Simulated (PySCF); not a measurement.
# A diatomic session: TlB

One job finds the state of TlB, follows it along the bond with each method and fits the curves.

The runs use PySCF 2.14.0; Tl def2-TZVPP with ECP60, B def2-TZVPP, scalar-relativistic core potentials.

## 1. Set-up

Settings of the job:

* atoms: Tl, B
* charge: 0
* basis: Tl def2-TZVPP with ECP60, B def2-TZVPP
* Hamiltonian: scalar-relativistic core potentials
* basis functions: 81
* electrons treated: 26
* masses in u: 204.9744, 11.0093
* levels: PBE0, PBE, r²SCAN, M06-2X, LDA, r²SCANh, B2PLYP, ωB97X, HF, MP2, SCS-MP2, CCSD, CCSD(T)
* grid: 80 radial by 434 angular points
* occupations: held fixed by the projection of orbital angular momentum
* dissociation limit: Tl + B, each in its ground configuration
* starting distance in angstrom: 2.245
* values of 2S to try: 0, 2

The run is started by

```sh
OMP_NUM_THREADS=1 python dia.py task.json out
```

The runs that follow: First curve: PBE0; Other states along the same grid; PBE (GGA); r²SCAN (meta-GGA); M06-2X; LDA; r²SCANh; B2PLYP; ωB97X (range-separated hybrid); UHF (mean field); Adding correlation.

Q: Predict the outcome of this session. Wanted: for each run, Re; ωe; De; μ.

As calculated:

Lowest PBE0 solution found, without spin–orbit coupling: ³Π (triplet), unpaired electrons σ ↑, π ↑. State 2 has its PBE0 minimum 0.10 eV higher. State 3 has its PBE0 minimum 0.18 eV higher, as a spin-mixed determinant (⟨S²⟩ = 1.02), so this is no gap between pure states. State 4 has its PBE0 minimum 0.29 eV higher, as a spin-mixed determinant (⟨S²⟩ = 1.01), so this is no gap between pure states. The other levels ran on the lowest alone.

| level | Re (Å) | ωe (cm⁻¹) | De (eV) | μ (D) |
| --- | --- | --- | --- | --- |
| UHF | 2.501 | 353 | 0.85 | -2.70 |
| UHF-MP2 | 2.448 | 380 | 1.45 | n/a |
| UHF-SCS-MP2 | 2.464 | 374 | 1.26 | n/a |
| UHF-CCSD | 2.476 | 357 | 1.31 | n/a |
| UHF-CCSD(T) | 2.473 | 356 | 1.43 | n/a |
| LDA | 2.426 | 356 | 2.25 | -1.89 |
| PBE | 2.499 | 326 | 1.85 | -2.19 |
| r²SCAN | 2.471 | 347 | 1.82 | -2.14 |
| r²SCANh | 2.463 | 353 | 1.76 | -2.17 |
| PBE0 | 2.467 | 350 | 1.70 | -2.30 |
| M06-2X | 2.482 | 340 | 1.47 | -2.59 |
| ωB97X | 2.449 | 373 | 1.60 | -2.51 |
| B2PLYP | 2.476 | 350 | 1.48 | -2.47 |

De is counted to Tl + B in their ground configurations. A positive dipole means Tl(−)B(+).

Differences from CCSD(T) in the same basis:

| level | Re (mÅ) | ωe (%) |
| --- | --- | --- |
| UHF | +28 | -0.9 |
| UHF-MP2 | -24 | +6.6 |
| UHF-SCS-MP2 | -9 | +5.0 |
| UHF-CCSD | +3 | +0.4 |
| LDA | -46 | -0.1 |
| PBE | +26 | -8.5 |
| r²SCAN | -1 | -2.6 |
| r²SCANh | -9 | -0.8 |
| PBE0 | -6 | -1.6 |
| M06-2X | +9 | -4.4 |
| ωB97X | -24 | +4.8 |
| B2PLYP | +3 | -1.6 |

What this shows: Against CCSD(T) in the same basis, the bond length is nearest at r²SCAN (-1 mÅ) and farthest at LDA (-46 mÅ); the wavenumber is nearest at LDA (-0.1 %) and farthest at PBE (-8.5 %). Among the levels with a De in the table, it runs from 0.85 eV (UHF) to 2.25 eV (LDA).

Correlated steps freeze 5 core orbitals. Spin–orbit coupling is left out, which matters for elements this heavy, above all for dissociation energies. B2PLYP dipoles, levels and charges come from its SCF part alone. With spin–orbit coupling the term label itself may not hold.
